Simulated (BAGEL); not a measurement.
# C2H5BClF (SMILES BC(F)CCl), step by step

We compute the energy (HF/cc-pVDZ), then a single-point energy (NEVPT2(2,2)/cc-pVDZ) of C2H5BClF. 

The calculation is run with BAGEL 1.2.2.

**1. The system as given**

C2H5BClF: 10 atoms, total charge 0, spin state singlet. SMILES: `BC(F)CCl`. One bond was lengthened or shortened from a relaxed shape.

Bond lengths: B1–C2 1.558 Å, C2–F3 1.178 Å, C2–C4 1.509 Å, C4–Cl5 1.782 Å, B1–H6 1.192 Å, B1–H7 1.195 Å, C2–H8 1.109 Å, C4–H9 1.090 Å, C4–H10 1.089 Å. Some angles: B1–C2–F3 113.9°, B1–C2–C4 115.3°, F3–C2–C4 109.7°, C2–C4–Cl5 112.6°, B1–C2–H8 102.6°, F3–C2–H8 107.0°, C4–C2–H8 107.5°, C2–B1–H6 120.8°, C2–B1–H7 118.2°, C2–C4–H9 110.7°.

**2. A single-point energy at HF/cc-pVDZ (density fitting with svp-jkfit) (run 1)**

The input, input.json:

```json
{ "bagel": [

{
  "title": "molecule",
  "basis": "cc-pvdz.json",
  "df_basis": "svp-jkfit",
  "angstrom": true,
  "geometry": [
    { "atom": "B", "xyz": [      -1.257998,      -0.799212,      -0.099802 ] },
    { "atom": "C", "xyz": [       0.230102,      -0.584312,       0.307898 ] },
    { "atom": "F", "xyz": [       0.520300,      -1.080300,       1.336000 ] },
    { "atom": "C", "xyz": [       0.706502,       0.847388,       0.281398 ] },
    { "atom": "Cl", "xyz": [       2.479902,       0.980288,       0.387698 ] },
    { "atom": "H", "xyz": [      -1.959098,      -1.538312,       0.518298 ] },
    { "atom": "H", "xyz": [      -1.656198,      -0.259812,      -1.089202 ] },
    { "atom": "H", "xyz": [       0.779702,      -1.133712,      -0.483702 ] },
    { "atom": "H", "xyz": [       0.299702,       1.404288,       1.125098 ] },
    { "atom": "H", "xyz": [       0.401002,       1.325288,      -0.648302 ] }
  ]
},

{ "title": "hf" },

{ "title": "print", "file": "orbitals.molden", "orbitals": true }

]}
```

The basis set cc-pVDZ is read from a file made from the Basis Set Exchange's data (not shown).

The run is started by

```console
$ BAGEL_NUM_THREADS=1 BAGEL input.json > input.out
```

Output:

```text
* using 1 threads per process

  ===============================================================
  ===============================================================

  *** Geometry ***

  { "atom" : "B", "xyz" : [     -2.377272,     -1.510292,     -0.188598 ] },
  { "atom" : "C", "xyz" : [      0.434830,     -1.104190,      0.581843 ] },
  { "atom" : "F", "xyz" : [      0.983225,     -2.041471,      2.524674 ] },
  { "atom" : "C", "xyz" : [      1.335095,      1.601331,      0.531765 ] },
  { "atom" : "Cl", "xyz" : [      4.686336,      1.852476,      0.732643 ] },
  { "atom" : "H", "xyz" : [     -3.702159,     -2.906988,      0.979441 ] },
  { "atom" : "H", "xyz" : [     -3.129761,     -0.490974,     -2.058293 ] },
  { "atom" : "H", "xyz" : [      1.473423,     -2.142405,     -0.914064 ] },
  { "atom" : "H", "xyz" : [      0.566355,      2.653720,      2.126127 ] },
  { "atom" : "H", "xyz" : [      0.757784,      2.504431,     -1.225113 ] },

  Number of auxiliary basis functions:      520

  Since a DF basis is specified, we compute 2- and 3-index integrals:
    o Being stored without compression. Storage requirement is 0.041 GB

  Number of basis functions:       99
  Number of electrons      :       48

    * METHOD: MOLECULE                             0.32

  *** RHF ***

  === Nuclear Repulsion ===
   215.3563562467

      * DIIS with orbital gradients will be used.

  === RHF iteration (cc-pvdz.json) ===
      0       -662.08290648          0.00982494           0.09
      1       -662.19212471          0.00417925           0.09
      2       -662.20745152          0.00137997           0.09
      3       -662.20978744          0.00023840           0.09
      4       -662.20984885          0.00007494           0.09
      5       -662.20985610          0.00002879           0.09
      6       -662.20985730          0.00000932           0.09
      7       -662.20985746          0.00000321           0.09
      8       -662.20985748          0.00000148           0.09
      9       -662.20985748          0.00000063           0.09
     10       -662.20985748          0.00000021           0.09
     11       -662.20985748          0.00000008           0.09
     12       -662.20985748          0.00000002           0.09
     13       -662.20985748          0.00000001           0.09
     14       -662.20985748          0.00000000           0.09
    * SCF iteration converged.

    * Permanent dipole moment:
           (    0.859615,    -0.030187,     0.324831) a.u.

    * METHOD: HF                                   1.56

    * METHOD: PRINT                                0.03

  ===============================================================
```

Run time: 2 s. Hardware: 1 thread of Arm Neoverse V1, shared host.

**3. The energy at NEVPT2(2,2)/cc-pVDZ (density fitting with svp-jkfit) (run 2)**

The input, input.json:

```json
{ "bagel" : [

{
  "title" : "molecule",
  "basis" : "cc-pvdz.json",
  "df_basis" : "svp-jkfit",
  "angstrom" : true,
  "geometry" : [
    { "atom" : "B", "xyz" : [   -1.257998,   -0.799212,   -0.099802 ] },
    { "atom" : "C", "xyz" : [    0.230102,   -0.584312,    0.307898 ] },
    { "atom" : "F", "xyz" : [    0.520300,   -1.080300,    1.336000 ] },
    { "atom" : "C", "xyz" : [    0.706502,    0.847388,    0.281398 ] },
    { "atom" : "Cl", "xyz" : [    2.479902,    0.980288,    0.387698 ] },
    { "atom" : "H", "xyz" : [   -1.959098,   -1.538312,    0.518298 ] },
    { "atom" : "H", "xyz" : [   -1.656198,   -0.259812,   -1.089202 ] },
    { "atom" : "H", "xyz" : [    0.779702,   -1.133712,   -0.483702 ] },
    { "atom" : "H", "xyz" : [    0.299702,    1.404288,    1.125098 ] },
    { "atom" : "H", "xyz" : [    0.401002,    1.325288,   -0.648302 ] }
  ]
},
{ "title" : "hf" },
{ "title" : "casscf", "nstate" : 1, "nact" : 2, "nclosed" : 23, "active" : [10, 36], "maxiter" : 200, "natocc" : true },
{ "title" : "nevpt2", "nstate" : 1, "nact" : 2, "nclosed" : 23, "active" : [10, 36], "maxiter" : 200, "natocc" : true, "ncore" : 9 },
{ "title" : "print", "file" : "orbitals.molden", "orbitals" : true }

]}
```

The basis set cc-pVDZ is read from a file made from the Basis Set Exchange's data (not shown).

The run is started by

```console
$ BAGEL_NUM_THREADS=1 BAGEL input.json > input.out
```

Output:

```text
* using 1 threads per process

  ===============================================================
  ===============================================================

  *** Geometry ***

  { "atom" : "B", "xyz" : [     -2.377272,     -1.510292,     -0.188598 ] },
  { "atom" : "C", "xyz" : [      0.434830,     -1.104190,      0.581843 ] },
  { "atom" : "F", "xyz" : [      0.983225,     -2.041471,      2.524674 ] },
  { "atom" : "C", "xyz" : [      1.335095,      1.601331,      0.531765 ] },
  { "atom" : "Cl", "xyz" : [      4.686336,      1.852476,      0.732643 ] },
  { "atom" : "H", "xyz" : [     -3.702159,     -2.906988,      0.979441 ] },
  { "atom" : "H", "xyz" : [     -3.129761,     -0.490974,     -2.058293 ] },
  { "atom" : "H", "xyz" : [      1.473423,     -2.142405,     -0.914064 ] },
  { "atom" : "H", "xyz" : [      0.566355,      2.653720,      2.126127 ] },
  { "atom" : "H", "xyz" : [      0.757784,      2.504431,     -1.225113 ] },

  Number of auxiliary basis functions:      520

  Since a DF basis is specified, we compute 2- and 3-index integrals:
    o Being stored without compression. Storage requirement is 0.041 GB

  Number of basis functions:       99
  Number of electrons      :       48

    * METHOD: MOLECULE                             0.32

  *** RHF ***

  === Nuclear Repulsion ===
   215.3563562467

      * DIIS with orbital gradients will be used.

  === RHF iteration (cc-pvdz.json) ===
      0       -662.08290648          0.00982494           0.09
      1       -662.19212471          0.00417925           0.09
      2       -662.20745152          0.00137997           0.09
      3       -662.20978744          0.00023840           0.09
      4       -662.20984885          0.00007494           0.09
      5       -662.20985610          0.00002879           0.09
      6       -662.20985730          0.00000932           0.09
      7       -662.20985746          0.00000321           0.09
      8       -662.20985748          0.00000148           0.09
      9       -662.20985748          0.00000063           0.09
     10       -662.20985748          0.00000021           0.09
     11       -662.20985748          0.00000008           0.09
     12       -662.20985748          0.00000002           0.09
     13       -662.20985748          0.00000001           0.09
     14       -662.20985748          0.00000000           0.09
    * SCF iteration converged.

    * Permanent dipole moment:
           (    0.859615,    -0.030187,     0.324831) a.u.

    * METHOD: HF                                   1.55

  ---------------------------
      CASSCF calculation
  ---------------------------

    ==== Active orbitals : =====
         Orbital 10
         Orbital 36
    ============================

    * nstate   :      1
    * nclosed  :     23
    * nact     :      2
    * nvirt    :     74
  === CASSCF iteration (cc-pvdz.json) ===

    * Using the second-order algorithm

      0  0      -662.20992828     2.02e-05      0.03

      1  0      -662.21315019     3.85e-04      0.35

      2  0      -662.22480999     5.57e-04      0.50

      3  0      -662.22652957     1.71e-04      0.62

      4  0      -662.22663346     6.93e-05      0.66

      5  0      -662.22663721     2.54e-05      0.61

      6  0      -662.22663736     8.22e-06      0.68

      7  0      -662.22663737     2.53e-06      0.68

      8  0      -662.22663737     7.65e-07      0.67

      9  0      -662.22663737     2.29e-07      0.62

     10  0      -662.22663737     6.86e-08      0.51

     11  0      -662.22663737     2.05e-08      0.49

     12  0      -662.22663737     6.10e-09      0.42

    * Second-order optimization converged. *

     guess   0:   closed 1.                   open ..

  === FCI iteration ===

      0  0      -662.20975142     1.17e-01      0.00
      1  0      -662.22662473     2.40e-03      0.00
      2  0 *    -662.22663737     6.91e-16      0.00

     * ci vector, state   0, <S^2> = 0.0000
       2.     0.9974079190
       .2    -0.0719544517

    * METHOD: CASSCF                               7.07

    * freezing 9 orbitals

  === DF-NEVPT2 calculation ===

    * 3-index integral transformation done
    * assembly done

      NEVPT2 correlation energy:   -0.6481594764      0.32

          (+0)     -0.5448500331
          (+0)'    -0.0468685283
          (+1)     -0.0089082286
          (+1)'    -0.0000000000
          (+2)     -0.0006543313
          (-1)     -0.0413802393
          (-1)'     0.0000000000
          (-2)     -0.0054981157

      NEVPT2 total energy:       -662.8747968455

    * METHOD: NEVPT2                               0.50

    * METHOD: PRINT                                0.03

  ===============================================================
```

Wall time 9.6 s (1 thread of Arm Neoverse V1, shared host).

**4. Summary of results**

| quantity | value |
| --- | --- |
| run 1, HF/cc-pVDZ: total energy | -662.20986 Eh |
| run 1, HF/cc-pVDZ: dipole moment | 2.34 D |
| run 1, HF/cc-pVDZ: HOMO energy | -11.56 eV |
| run 1, HF/cc-pVDZ: LUMO energy | 1.77 eV |
| run 1, HF/cc-pVDZ: HOMO–LUMO gap | 13.33 eV |
| run 2, NEVPT2(2,2)/cc-pVDZ: total energy | -662.87480 Eh |
